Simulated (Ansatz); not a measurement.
# Si₄H₈O: up Jacob's ladder to CCSD(T)

The task here is to estimate one member of a computed series from the others.

Method: functionals in def2-TZVPP, the program's frozen cores in correlated methods; program: Ansatz 0.2.0, Gaussian basis.

Plan: PBE-D4, r2SCAN-D4, PBE0-D4, B3LYP-D4, ωB97X-V, ωB97M-V, B2PLYP; CCSD(T)/def2-TZVPP; MP2/def2-QZVPP; extrapolation to the limit.

## The relaxed structure

All runs share one geometry, relaxed beforehand with PBE0-D4 in a triple-zeta def2 set.

13 atoms, charge 0, spin multiplicity 1.

Atoms are counted from 1 here; the program's logs count them from 0.

Bond lengths: Si1–Si2 2.340 Å, Si1–H6 1.489 Å, Si1–H7 1.488 Å, Si1–H8 1.488 Å, Si2–O3 1.681 Å, Si2–Si5 2.359 Å, Si2–H9 1.491 Å, O3–Si4 1.673 Å, Si4–Si5 2.356 Å, Si4–H10 1.487 Å, Si4–H11 1.487 Å, Si5–H12 1.487 Å, Si5–H13 1.486 Å. Angles: Si2–Si1–H6 108.6°, Si2–Si1–H7 109.7°, Si2–Si1–H8 112.0°, H6–Si1–H7 108.8°, H6–Si1–H8 108.9°, H7–Si1–H8 108.9°, Si1–Si2–O3 111.7°, Si1–Si2–Si5 117.2°, Si1–Si2–H9 110.3°, O3–Si2–Si5 90.2°, O3–Si2–H9 110.1°, Si5–Si2–H9 115.6°, Si2–O3–Si4 108.7°, O3–Si4–Si5 90.5°, O3–Si4–H10 110.7°, O3–Si4–H11 110.6°, Si5–Si4–H10 117.4°, Si5–Si4–H11 117.7° and more.

The first run:

File in.yaml:

```yaml
crystal:
  periodic: [false, false, false]
  atoms:
    - {symbol: Si, position_ang: [-2.424375, 0.095263, 0.414226]}
    - {symbol: Si, position_ang: [-0.157637, -0.270698, 0.864549]}
    - {symbol: O, position_ang: [0.465915, -1.521902, -0.068412]}
    - {symbol: Si, position_ang: [1.720183, -0.924023, -1.000050]}
    - {symbol: Si, position_ang: [1.390287, 1.227293, -0.097797]}
    - {symbol: H, position_ang: [-2.895651, 1.234729, 1.248603]}
    - {symbol: H, position_ang: [-2.598866, 0.448352, -1.020477]}
    - {symbol: H, position_ang: [-3.253114, -1.102231, 0.719443]}
    - {symbol: H, position_ang: [0.041645, -0.561993, 2.313175]}
    - {symbol: H, position_ang: [2.995245, -1.615201, -0.670838]}
    - {symbol: H, position_ang: [1.436501, -1.117555, -2.446854]}
    - {symbol: H, position_ang: [0.844024, 2.270873, -1.004790]}
    - {symbol: H, position_ang: [2.456042, 1.802393, 0.764023]}
basis:
  gaussian: {orbitals: def2-TZVPP}
hamiltonian: {xc: pbe, dispersion: d4}
output: {forces: true, orbitals: {seedname: orbitals}}
```

On the command line:

```bash
$ ansatz run in.yaml --threads 4 --pin off --events-out ev --progress --plain --max-ram 10444MiB
```

Steps of the session up to this table: PBE-D4 (GGA); r2SCAN-D4 (meta-GGA); PBE0-D4 (hybrid); B3LYP-D4 (hybrid); ωB97X-V (range-separated); ωB97M-V (range-separated); B2PLYP (double hybrid); CCSD(T) in def2-TZVPP; MP2 in def2-QZVPP.

One table of the session follows, with a row left open; its other results are not shown here.

| method | atomisation energy (kcal/mol) |
| --- | --- |
| PBE-D4 | 976.8 |
| r2SCAN-D4 | 985.2 |
| PBE0-D4 | 971.6 |
| B3LYP-D4 | 979.7 |
| ωB97X-V | 994.7 |
| ωB97M-V | 982.9 |
| B2PLYP | 965.7 |
| HF/def2-TZVPP | 734.2 |
| MP2/def2-TZVPP | 957.0 |
| CCSD/def2-TZVPP | ? |
| CCSD(T)/def2-TZVPP | 957.3 |
| MP2/CBS | 985.8 |
| CCSD(T)/CBS | 986.1 |

Q: Estimate the row for CCSD/def2-TZVPP from the others.

**Answer.** atomisation energy (kcal/mol): 945.7. In the column «atomisation energy (kcal/mol)» it lies between HF/def2-TZVPP (734.2) and MP2/def2-TZVPP (957.0).
